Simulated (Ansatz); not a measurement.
# Cl2GeH4O2Si: one species, many methods

How much do the methods differ for Cl2GeH4O2Si? The plan is to run it at one geometry with functionals of several rungs and with coupled cluster. The yardstick is the atomisation energy at the CCSD(T) limit.

Program: Ansatz 0.2.0, Gaussian basis. Level of theory: functionals in def2-TZVPP, the program's frozen cores in correlated methods. These are calculated values, not measurements.

Levels to be run: PBE-D4, r2SCAN-D4, PBE0-D4, B3LYP-D4, ωB97X-V, ωB97M-V, B2PLYP; CCSD(T)/def2-TZVPP; MP2/def2-QZVPP; extrapolation to the limit.

## Step 1: Structure used throughout

The geometry comes from an earlier relaxation with PBE0-D4 in a triple-zeta def2 set; it is a stationary point, not always the lowest conformer.

SMILES `O[Si](O)(Cl)[GeH2][Cl]`, 10 atoms, charge 0, spin multiplicity 1.

Atoms are counted from 1 here; the program's logs count them from 0.

Bond lengths: O1–Si2 1.623 Å, O1–H7 0.960 Å, Si2–O3 1.630 Å, Si2–Cl4 2.059 Å, Si2–Ge5 2.374 Å, O3–H8 0.960 Å, Ge5–Cl6 2.176 Å, Ge5–H9 1.535 Å, Ge5–H10 1.534 Å. Angles: Si2–O1–H7 119.2°, O1–Si2–O3 108.8°, O1–Si2–Cl4 111.3°, O1–Si2–Ge5 108.5°, O3–Si2–Cl4 108.8°, O3–Si2–Ge5 111.6°, Cl4–Si2–Ge5 107.9°, Si2–O3–H8 117.9°, Si2–Ge5–Cl6 101.9°, Si2–Ge5–H9 115.0°, Si2–Ge5–H10 115.4°, Cl6–Ge5–H9 106.1°, Cl6–Ge5–H10 106.4°, H9–Ge5–H10 110.7°.

## Step 2: PBE-D4 (GGA)

in.yaml reads:

```yaml
crystal:
  periodic: [false, false, false]
  atoms:
    - {symbol: O, position_ang: [-0.136868, 0.887771, -1.889893]}
    - {symbol: Si, position_ang: [-0.549521, 0.068576, -0.550923]}
    - {symbol: O, position_ang: [-0.724458, -1.506636, -0.930477]}
    - {symbol: Cl, position_ang: [-2.321732, 0.762740, 0.234001]}
    - {symbol: Ge, position_ang: [1.144339, 0.390175, 1.080418]}
    - {symbol: Cl, position_ang: [0.672538, -1.163432, 2.528373]}
    - {symbol: H, position_ang: [-0.702727, 0.836393, -2.663719]}
    - {symbol: H, position_ang: [-1.038889, -2.100937, -0.245145]}
    - {symbol: H, position_ang: [2.573352, 0.103400, 0.598288]}
    - {symbol: H, position_ang: [1.083967, 1.721951, 1.839077]}
basis:
  gaussian: {orbitals: def2-TZVPP}
hamiltonian: {xc: pbe, dispersion: d4}
output: {forces: true, orbitals: {seedname: orbitals}}
```

The run is started by

```
$ ansatz run in.yaml --threads 2 --pin off --events-out ev --progress --plain --max-ram 32768MiB --backend cuda --devices 0, --max-vram 18GiB
```

Further steps of the session: r2SCAN-D4 (meta-GGA); PBE0-D4 (hybrid); B3LYP-D4 (hybrid); ωB97X-V (range-separated); ωB97M-V (range-separated); B2PLYP (double hybrid); CCSD(T) in def2-TZVPP; MP2 in def2-QZVPP.

**Question.** What will the summary of the whole plan be? Wanted: atomisation energy, CCSD(T)/CBS; farthest; mean size of error, hybrid; mean size of error, range-separated; gap, smallest and largest; T1 diagnostic; triples share of the correlation energy.

As calculated:

```
                               quantity                                 value
        atomisation energy, CCSD(T)/CBS                        827.1 kcal/mol
functionals within 8.3 kcal/mol (1.0 %)   PBE-D4, r2SCAN-D4, ωB97X-V, ωB97M-V
                               farthest               B2PLYP (-21.1 kcal/mol)
             mean size of error, hybrid                         14.6 kcal/mol
    mean size of error, range-separated                          2.7 kcal/mol
              gap, smallest and largest  5.27 eV (PBE-D4), 11.72 eV (ωB97X-V)
                          T1 diagnostic                                0.0111
triples share of the correlation energy                                 3.8 %
```

**Reading.** PBE-D4 is off by +2.0 kcal/mol. Double hybrids carry the basis error of their MP2 part in triple zeta, and no dispersion term here, so their miss is partly the set-up's. The reference freezes the cores and leaves out relativity and excitations past (T), and its outer-core shells are covered unevenly, so misses under about 8.3 kcal/mol can't be ranked. Hartree-Fock recovers 70 % of the binding; the rest is correlation. Orbital gaps span 5.3 to 11.7 eV; exact exchange widens them. Correlated methods include outer-core shells of Ge, which these sets cover unevenly.
